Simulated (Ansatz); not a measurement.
# CdF2: properties at the relaxed cell

An exercise on one series of results from a longer session: the logs are not shown, and one member is left open.

Method: DFT PBE+D3(BJ), scalar-relativistic, plane waves, PAW, in Ansatz 0.2.0.

1 further run of the same task is left out (set aside as unsound or not needed).

### The starting structure

The structure is cubic, space group Fm-3m (No. 225). The conventional cell has a = 5.444 Å, b = 5.444 Å, c = 5.444 Å, α = 90.00°, β = 90.00°, γ = 90.00°. Around Cd (site symmetry m-3m) lie 8 F at 2.36 Å. Around F (site symmetry -43m) lie 4 Cd at 2.36 Å.

Coordinates:

```
Cd F
1.0
     0.00000    2.72224    2.72224
     2.72224    0.00000    2.72224
     2.72224    2.72224    0.00000
Cd F
1 2
Direct
  0.00000 0.00000 0.00000
  0.25000 0.25000 0.25000
  0.75000 0.75000 0.75000
```

This cell was relaxed beforehand with the same method: volume 13.45 Å³/atom, gap on the mesh 2.99 eV.

Set-up of the first run:

input.yaml reads:

```yaml
crystal:
  lattice:
    - [0.0, 2.7222408725, 2.7222408725]
    - [2.7222408725, 0.0, 2.7222408725]
    - [2.7222408725, 2.7222408725, 0.0]
  atoms:
    - { symbol: Cd, position: [0.0, 0.0, 0.0] }
    - { symbol: F, position: [0.25, 0.25, 0.25] }
    - { symbol: F, position: [0.75, 0.75, 0.75] }
basis:
  ecutwfc: 420
kpoints:
  mp_grid: { grid: [8, 8, 8] }
  band_path:
    path:
      - [[0.0, 0.0, 0.0], [0.5, 0.0, 0.5], [0.625, 0.25, 0.625]]
      - [[0.375, 0.375, 0.75], [0.0, 0.0, 0.0], [0.5, 0.5, 0.5], [0.5, 0.25, 0.75], [0.5, 0.0, 0.5]]
    npoints: 14
hamiltonian:
  xc: pbe
  dispersion: d3bj
scf:
  occupations: { method: gaussian, width: 0.02 }
  n_extra_bands: 7
output:
  forces: true
  stress: true
  eigenvalues: true
  populations: true
  dos: { projected: true, de: 0.02, nscf_kmesh: { grid: [12, 12, 12] } }
  bader: true
  write_density: true
  write_potential: true
  elf: true
  volumetric_format: npy
```

Run with:

```sh
ansatz run input.yaml --threads 1 --pin off --max-ram 2560MiB --backend cpu --events-out ev --progress --plain --runs-dir out
```

Among the steps run: Bands, states and charges; Seeking the band edges over the whole zone; Eigenvalues a small step from each edge; The cell as listed, for comparison; Volume × 0.97; Point at V/V0 = 1.03; Point at V/V0 = 0.94; Point at V/V0 = 1.06; Point at V/V0 = 0.91; The cell scaled to 1.10 of its volume; Volume × 0.88.

One table of the session follows, with a row left open; its other results are not shown here.

It belongs to the step «Fit of the equation of state». 

| volume (Å³/atom) | energy above the lowest point (meV/atom) | pressure (GPa) | gap on the mesh (eV) |
| --- | --- | --- | --- |
| 11.835 | 76.9 | 17.22 | 3.45 |
| 12.239 | 40.6 | 11.73 | 3.33 |
| 12.642 | 17.0 | 7.14 | 3.21 |
| 13.045 | 4.1 | 3.28 | 3.10 |
| 13.449 | 0.0 | 0.04 | 2.99 |
| 13.852 | ? | ? | ? |
| 14.256 | 13.1 | -4.98 | 2.78 |
| 14.794 | 34.3 | -7.48 | 2.65 |

**Question.** Estimate the row for volume (Å³/atom) = 13.852.

Worked estimate for «energy above the lowest point (meV/atom)». A straight line through the neighbours (13.449, 0.0) and (14.256, 13.1) gives 0.0 + (13.1 − 0.0) × (13.852 − 13.449) / (14.256 − 13.449) = 6.5; a parabola fitted to 4 rows on both sides gives 3.5.

**Answer.** energy above the lowest point (meV/atom): 3.4; pressure (GPa): -2.69; gap on the mesh (eV): 2.88. In «energy above the lowest point (meV/atom)» the line misses by +3.1 and the parabola by +0.1.

Caveats from the session: The absorption edge (3.8 eV along x) is to be set beside the least direct gap on the SCF mesh, 3.52 eV; the indirect gap of 2.99 eV gives no absorption without phonons.
